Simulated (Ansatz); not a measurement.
# Cu (diamond type): how the settings move a single-point run

How sensitive is a single-point run of Cu (diamond type) to its settings? A reference run comes first, then one run with altered input.

Program: Ansatz 0.2.0. Level of theory: reference: DFT, PBEsol, all-electron LAPW, scalar-relativistic. These are calculated values, not measurements.

**1. The starting structure**

The structure is cubic, space group Fd-3m (No. 227). Conventional cell: a = 4.153 Å, b = 4.153 Å, c = 4.153 Å, α = 90.00°, β = 90.00°, γ = 90.00°. Cu (site symmetry -43m) has 4 Cu at 1.80 Å in its first shell of neighbours.

Coordinates:

```cif
data_structure
_symmetry_space_group_name_H-M 'P 1'
_symmetry_Int_Tables_number 1
_cell_length_a 2.9363
_cell_length_b 2.9363
_cell_length_c 2.9363
_cell_angle_alpha 60.000
_cell_angle_beta 60.000
_cell_angle_gamma 60.000
_cell_volume 17.90
loop_
_atom_site_label
_atom_site_type_symbol
_atom_site_fract_x
_atom_site_fract_y
_atom_site_fract_z
_atom_site_occupancy
Cu1 Cu 0.87500 0.87500 0.87500 1
Cu2 Cu 0.12500 0.12500 0.12500 1
```

**2. Reference**

Contents of input.yaml:

```yaml
crystal:
  lattice:
    - [0.0, 2.0762657668, 2.0762657668]
    - [2.0762657668, 0.0, 2.0762657668]
    - [2.0762657668, 2.0762657668, 0.0]
  atoms:
    - { symbol: Cu, position: [-0.125, -0.125, -0.125] }
    - { symbol: Cu, position: [0.125, 0.125, 0.125] }
kpoints:
  mp_grid: { grid: [14, 14, 14] }
scf:
  occupations: { method: fermi_dirac, width: 0.1 }
hamiltonian:
  xc: pbesol
  pseudopotentials: { kind: all_electron, lapw: { basis_error: 0.001 } }
output:
  forces: true
  stress: true
  eigenvalues: true
  populations: true
```

On the command line:

```
$ ansatz run input.yaml --threads 1 --pin off --max-ram 2048MiB --backend cpu --events-out ev --progress --plain --runs-dir out
```

**3. Changed: occupations.method methfessel_paxton, occupations.width 0.01**

input.yaml: that of step 2 with these lines changed.

```diff
@@ -11,3 +11,3 @@
 scf:
-  occupations: { method: fermi_dirac, width: 0.1 }
+  occupations: { method: methfessel_paxton, width: 0.01 }
 hamiltonian:
```

**Question.** What will these runs give? Wanted: for each run, ending; energy change; pressure; gap; force.

As calculated:

| run | ending | energy change | pressure (GPa) | gap (eV) | force (eV/Å) | cycles | time |
| --- | --- | --- | --- | --- | --- | --- | --- |
| reference | converged | 0 | 251.1 | 0.00 | 0.00 | 8 | 44 s |
| 1: occupations.method methfessel_paxton, occupations.width 0.01 | converged | +0.5 meV/atom (σ→0) | 251.0 | 0.00 | 0.00 | 7 | 41 s |

Residual by cycle in the longest SCF loop of each run; runs are numbered as in the table. The quantity is the density residual dr2, in eV.

| cycle | reference | run 1 |
| --- | --- | --- |
| 1 | 1.07 | 1.07 |
| 2 | 0.0352 | 0.393 |
| 3 | 0.084 | 0.0144 |
| 4 | 0.0113 | 0.00104 |
| 5 | 3.1e-4 | 4.9e-5 |
| 6 | 9.9e-6 | 1.3e-6 |
| 7 | 5.8e-7 | 5.9e-9 |
| 8 | 9.4e-9 | - |

**Reading.** Changing the smearing moves the energy by +0.5 meV/atom (σ→0 values). Cost: 7 SCF cycles against 8. The structure is not at rest: the sound run finds 251 GPa, so these are no properties of the relaxed crystal. 
